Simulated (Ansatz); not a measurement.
# C₅₈H₄₂Si₂: the relaxed shape and its frontier levels

Aim: characterise C₅₈H₄₂Si₂ as a singlet: its structure, frontier levels and distribution of charge.

Method: RKS PBE0-D4/def2-TZVP; program: Ansatz 0.2.0, Gaussian basis.

Levels to be run: relaxation at PBE-D4/def2-SVP; a single point at PBE0-D4/def2-TZVP.

1 further run of the same task is left out (set aside as unsound or not needed).

### 1 The system as given

SMILES `C[Si](C)(C)C#CC#Cc1ccc(C#Cc2ccc(C#Cc3ccc(C#Cc4ccc(C#Cc5ccc(C#Cc6ccc(C#C[Si](C)(C)C)cc6)cc5)cc4)cc3)cc2)cc1`, 102 atoms, charge 0, spin multiplicity 1.

Atoms are counted from 1 here; the program's logs count them from 0.

Bond lengths: C1–Si2 1.906 Å, C1–H61 1.086 Å, C1–H62 1.086 Å, C1–H63 1.086 Å, Si2–C3 1.906 Å, Si2–C4 1.906 Å, Si2–C5 1.853 Å, C3–H64 1.086 Å, C3–H65 1.086 Å, C3–H66 1.086 Å, C4–H67 1.086 Å, C4–H68 1.086 Å, C4–H69 1.086 Å, C5–C6 1.216 Å, C6–C7 1.352 Å, C7–C8 1.214 Å, C8–C9 1.405 Å, C9–C10 1.399 Å and more. Angles: Si2–C1–H61 111.2°, Si2–C1–H62 111.5°, Si2–C1–H63 111.2°, H61–C1–H62 107.6°, H61–C1–H63 107.5°, H62–C1–H63 107.6°, C1–Si2–C3 110.8°, C1–Si2–C4 110.8°, C1–Si2–C5 108.0°, C3–Si2–C4 110.9°, C3–Si2–C5 108.1°, C4–Si2–C5 108.1°, Si2–C3–H64 111.2°, Si2–C3–H65 111.5°, Si2–C3–H66 111.2°, H64–C3–H65 107.6°, H64–C3–H66 107.5°, H65–C3–H66 107.6° and more.

The start is a GFN2-xTB geometry.

### 2 Relaxation at PBE-D4/def2-SVP

The input, in.yaml:

```yaml
crystal:
  periodic: [false, false, false]
  atoms:
    - {symbol: C, position_ang: [-24.731220, 0.646590, 3.863690]}
    - {symbol: Si, position_ang: [-24.500360, 0.678650, 1.971520]}
    - {symbol: C, position_ang: [-25.143340, 2.316540, 1.238580]}
    - {symbol: C, position_ang: [-25.364100, -0.814370, 1.159780]}
    - {symbol: C, position_ang: [-22.685930, 0.559620, 1.612840]}
    - {symbol: C, position_ang: [-21.493980, 0.483960, 1.386790]}
    - {symbol: C, position_ang: [-20.166410, 0.401130, 1.145620]}
    - {symbol: C, position_ang: [-18.972330, 0.330480, 0.939020]}
    - {symbol: C, position_ang: [-17.587660, 0.247660, 0.713730]}
    - {symbol: C, position_ang: [-16.856920, 1.393750, 0.382810]}
    - {symbol: C, position_ang: [-15.497460, 1.315010, 0.179500]}
    - {symbol: C, position_ang: [-14.837710, 0.088130, 0.295550]}
    - {symbol: C, position_ang: [-13.442360, 0.011100, 0.104490]}
    - {symbol: C, position_ang: [-12.245020, -0.053530, -0.043720]}
    - {symbol: C, position_ang: [-10.844480, -0.121970, -0.199550]}
    - {symbol: C, position_ang: [-10.278200, -0.931690, -1.186830]}
    - {symbol: C, position_ang: [-8.909310, -0.999920, -1.328570]}
    - {symbol: C, position_ang: [-8.077590, -0.263600, -0.482420]}
    - {symbol: C, position_ang: [-6.673770, -0.336040, -0.611400]}
    - {symbol: C, position_ang: [-5.470480, -0.388170, -0.703210]}
    - {symbol: C, position_ang: [-4.062430, -0.441380, -0.790750]}
    - {symbol: C, position_ang: [-3.355940, -1.467380, -0.157870]}
    - {symbol: C, position_ang: [-1.980290, -1.503830, -0.222030]}
    - {symbol: C, position_ang: [-1.279420, -0.513890, -0.915940]}
    - {symbol: C, position_ang: [0.130350, -0.533020, -0.957130]}
    - {symbol: C, position_ang: [1.338470, -0.535960, -0.976930]}
    - {symbol: C, position_ang: [2.748910, -0.525800, -0.979070]}
    - {symbol: C, position_ang: [3.439280, 0.657890, -0.703420]}
    - {symbol: C, position_ang: [4.816300, 0.671370, -0.685770]}
    - {symbol: C, position_ang: [5.534130, -0.498450, -0.948360]}
    - {symbol: C, position_ang: [6.945050, -0.480650, -0.917540]}
    - {symbol: C, position_ang: [8.152090, -0.449660, -0.879550]}
    - {symbol: C, position_ang: [9.561300, -0.406250, -0.821180]}
    - {symbol: C, position_ang: [10.221970, -0.747460, 0.361860]}
    - {symbol: C, position_ang: [11.596310, -0.694190, 0.428470]}
    - {symbol: C, position_ang: [12.341630, -0.297710, -0.686100]}
    - {symbol: C, position_ang: [13.747310, -0.232340, -0.611350]}
    - {symbol: C, position_ang: [14.952100, -0.170930, -0.538130]}
    - {symbol: C, position_ang: [16.356200, -0.093540, -0.448220]}
    - {symbol: C, position_ang: [17.081050, 0.675930, -1.363340]}
    - {symbol: C, position_ang: [18.452510, 0.760300, -1.268350]}
    - {symbol: C, position_ang: [19.133950, 0.075610, -0.257730]}
    - {symbol: C, position_ang: [20.541440, 0.166640, -0.155840]}
    - {symbol: C, position_ang: [21.745980, 0.244660, -0.063250]}
    - {symbol: Si, position_ang: [23.593700, 0.372000, 0.083540]}
    - {symbol: C, position_ang: [24.394280, -0.927190, -1.060250]}
    - {symbol: C, position_ang: [24.088480, 0.048990, 1.896200]}
    - {symbol: C, position_ang: [24.130830, 2.124440, -0.441970]}
    - {symbol: C, position_ang: [18.409460, -0.698560, 0.653680]}
    - {symbol: C, position_ang: [17.037710, -0.780660, 0.561050]}
    - {symbol: C, position_ang: [11.679110, 0.039720, -1.870040]}
    - {symbol: C, position_ang: [10.304470, -0.015100, -1.937660]}
    - {symbol: C, position_ang: [4.845820, -1.680580, -1.231540]}
    - {symbol: C, position_ang: [3.468080, -1.694020, -1.244370]}
    - {symbol: C, position_ang: [-1.988090, 0.505920, -1.556700]}
    - {symbol: C, position_ang: [-3.363790, 0.541200, -1.496760]}
    - {symbol: C, position_ang: [-8.643650, 0.548170, 0.503530]}
    - {symbol: C, position_ang: [-10.011800, 0.619780, 0.642210]}
    - {symbol: C, position_ang: [-15.568790, -1.059400, 0.615810]}
    - {symbol: C, position_ang: [-16.927270, -0.980590, 0.825560]}
    - {symbol: H, position_ang: [-24.342080, -0.272700, 4.291190]}
    - {symbol: H, position_ang: [-25.779960, 0.718240, 4.137640]}
    - {symbol: H, position_ang: [-24.210950, 1.473710, 4.337450]}
    - {symbol: H, position_ang: [-24.627550, 3.169070, 1.670320]}
    - {symbol: H, position_ang: [-26.205630, 2.446860, 1.424300]}
    - {symbol: H, position_ang: [-24.991490, 2.351830, 0.163950]}
    - {symbol: H, position_ang: [-24.975980, -1.751200, 1.548510]}
    - {symbol: H, position_ang: [-25.213130, -0.818590, 0.084350]}
    - {symbol: H, position_ang: [-26.435080, -0.802100, 1.341400]}
    - {symbol: H, position_ang: [-17.370020, 2.340480, 0.294830]}
    - {symbol: H, position_ang: [-14.929790, 2.199140, -0.072850]}
    - {symbol: H, position_ang: [-10.923650, -1.500970, -1.839500]}
    - {symbol: H, position_ang: [-8.468740, -1.624000, -2.092410]}
    - {symbol: H, position_ang: [-3.898720, -2.227580, 0.385920]}
    - {symbol: H, position_ang: [-1.431820, -2.292150, 0.272310]}
    - {symbol: H, position_ang: [2.881590, 1.559850, -0.497600]}
    - {symbol: H, position_ang: [5.352890, 1.583670, -0.466850]}
    - {symbol: H, position_ang: [9.642520, -1.049420, 1.222430]}
    - {symbol: H, position_ang: [12.109640, -0.954100, 1.342780]}
    - {symbol: H, position_ang: [16.552830, 1.205810, -2.142890]}
    - {symbol: H, position_ang: [19.012530, 1.357950, -1.972920]}
    - {symbol: H, position_ang: [24.113010, -0.767160, -2.096790]}
    - {symbol: H, position_ang: [24.090480, -1.934120, -0.790370]}
    - {symbol: H, position_ang: [25.478620, -0.884710, -1.003740]}
    - {symbol: H, position_ang: [25.164400, 0.120340, 2.029230]}
    - {symbol: H, position_ang: [23.783100, -0.941730, 2.218670]}
    - {symbol: H, position_ang: [23.626690, 0.768340, 2.565640]}
    - {symbol: H, position_ang: [23.673310, 2.882710, 0.186270]}
    - {symbol: H, position_ang: [25.208380, 2.243730, -0.369180]}
    - {symbol: H, position_ang: [23.846180, 2.334140, -1.468650]}
    - {symbol: H, position_ang: [18.936850, -1.230210, 1.432470]}
    - {symbol: H, position_ang: [16.476210, -1.378050, 1.264920]}
    - {symbol: H, position_ang: [12.256840, 0.343200, -2.730980]}
    - {symbol: H, position_ang: [9.790740, 0.244520, -2.852190]}
    - {symbol: H, position_ang: [5.404260, -2.582420, -1.439140]}
    - {symbol: H, position_ang: [2.932800, -2.606870, -1.461490]}
    - {symbol: H, position_ang: [-1.445680, 1.267050, -2.098070]}
    - {symbol: H, position_ang: [-3.913570, 1.329230, -1.991560]}
    - {symbol: H, position_ang: [-7.997350, 1.116000, 1.156680]}
    - {symbol: H, position_ang: [-10.451020, 1.244540, 1.406000]}
    - {symbol: H, position_ang: [-15.055240, -2.005850, 0.705870]}
    - {symbol: H, position_ang: [-17.494560, -1.863870, 1.081030]}
basis:
  gaussian: {orbitals: def2-SVP, fitting: {mean_field: def2-universal-jkfit}}
hamiltonian: {xc: pbe, dispersion: d4}
scf: {lower_state_search: "off"}
output: {orbitals: {seedname: orbitals}}
relax: {f_tol: 0.03, max_steps: 70}
```

Run with:

```bash
> ansatz run in.yaml --threads 11 --pin off --events-out ev --progress --plain --max-ram 174080MiB --backend cuda --devices 0, --max-vram 75GiB
```

The runs that follow: Single point, PBE0-D4/def2-TZVP.

Q: Predict the results of all the runs planned. Wanted: commonest bond, hydrogen aside; HOMO, LUMO at PBE0-D4/def2-TZVP; dipole at PBE-D4/def2-SVP.

The runs gave:

| quantity | value |
| --- | --- |
| commonest bond, hydrogen aside | C–C, 57 of mean length 1.388 Å |
| HOMO, LUMO at PBE0-D4/def2-TZVP | -5.73, -2.70 eV |
| dipole at PBE-D4/def2-SVP | 0.78 D |

**Reading.** The molecule keeps its bonding pattern by the stored test; the atoms moved 0.75 Å (rms). No usable vibrations, so a minimum isn't proven.
